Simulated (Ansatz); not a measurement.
# FH7OSn: the cost of one run

Computed with Ansatz 0.2.0, Gaussian basis. Level: PBE0-D4, def2-SVP first, then def2-TZVP.

181 further runs of the same task are left out: 181 set aside as unsound or not needed.

## 1. The starting structure

The guess: 10 atoms, charge 0, spin multiplicity 1.

Atoms are counted from 1 here; the program's logs count them from 0.

Bond lengths: Sn1–H3 1.720 Å, Sn1–H4 1.712 Å, Sn1–H5 1.721 Å, Sn1–O7 2.333 Å, H6–O7 1.034 Å, O7–H10 0.959 Å. Angles: H3–Sn1–H4 131.9°, H3–Sn1–H5 104.4°, H3–Sn1–O7 111.3°, H4–Sn1–H5 104.8°, H4–Sn1–O7 108.7°, H5–Sn1–O7 84.7°, Sn1–O7–H6 109.8°, Sn1–O7–H10 118.5°, H6–O7–H10 105.9°.

Geometry (Å):

```xyz
10

Sn   -0.9985   -0.8931   -0.1187
H     1.1984   -1.0754    0.4092
H    -0.4570   -1.5903   -1.5949
H    -1.2184   -1.5537    1.4450
H    -2.5156   -0.1815   -0.5131
H     0.7597    1.3295    0.2187
O    -0.2668    1.3121    0.0968
H     1.8063   -0.3127    0.4018
F     2.1492    1.0368    0.2676
H    -0.4573    1.9284   -0.6123
```

Distances that are to change: Sn1–O7 2.33 Å, H6–F9 1.42 Å, H2–H8 0.98 Å, Sn1–H2 2.27 Å, H6–O7 1.03 Å, H8–F9 1.40 Å.

## 2. Constrained relaxation of the guess

File hold/in.yaml:

```yaml
crystal:
  periodic: [false, false, false]
  atoms:
    - {symbol: Sn, position_ang: [-0.998500, -0.893100, -0.118700]}
    - {symbol: H, position_ang: [1.198400, -1.075400, 0.409200]}
    - {symbol: H, position_ang: [-0.457000, -1.590300, -1.594900]}
    - {symbol: H, position_ang: [-1.218400, -1.553700, 1.445000]}
    - {symbol: H, position_ang: [-2.515600, -0.181500, -0.513100]}
    - {symbol: H, position_ang: [0.759700, 1.329500, 0.218700]}
    - {symbol: O, position_ang: [-0.266800, 1.312100, 0.096800]}
    - {symbol: H, position_ang: [1.806300, -0.312700, 0.401800]}
    - {symbol: F, position_ang: [2.149200, 1.036800, 0.267600]}
    - {symbol: H, position_ang: [-0.457300, 1.928400, -0.612300]}
basis:
  gaussian: {orbitals: def2-SVP}
hamiltonian: {xc: pbe0, dispersion: d4}
relax: {f_tol: 0.04, max_steps: 150, escape_saddle: false, constraints: [{distance: [0, 6]}, {distance: [5, 8]}, {distance: [1, 7]}, {distance: [0, 1]}, {distance: [5, 6]}, {distance: [7, 8]}]}
```

Run with:

```
$ ansatz run in.yaml --threads 4 --pin off --events-out ev --progress --plain --max-ram 9574MiB
```

**Question.** How long does this run take on 4 threads of Arm Neoverse V2, shared host?

About 23 s.
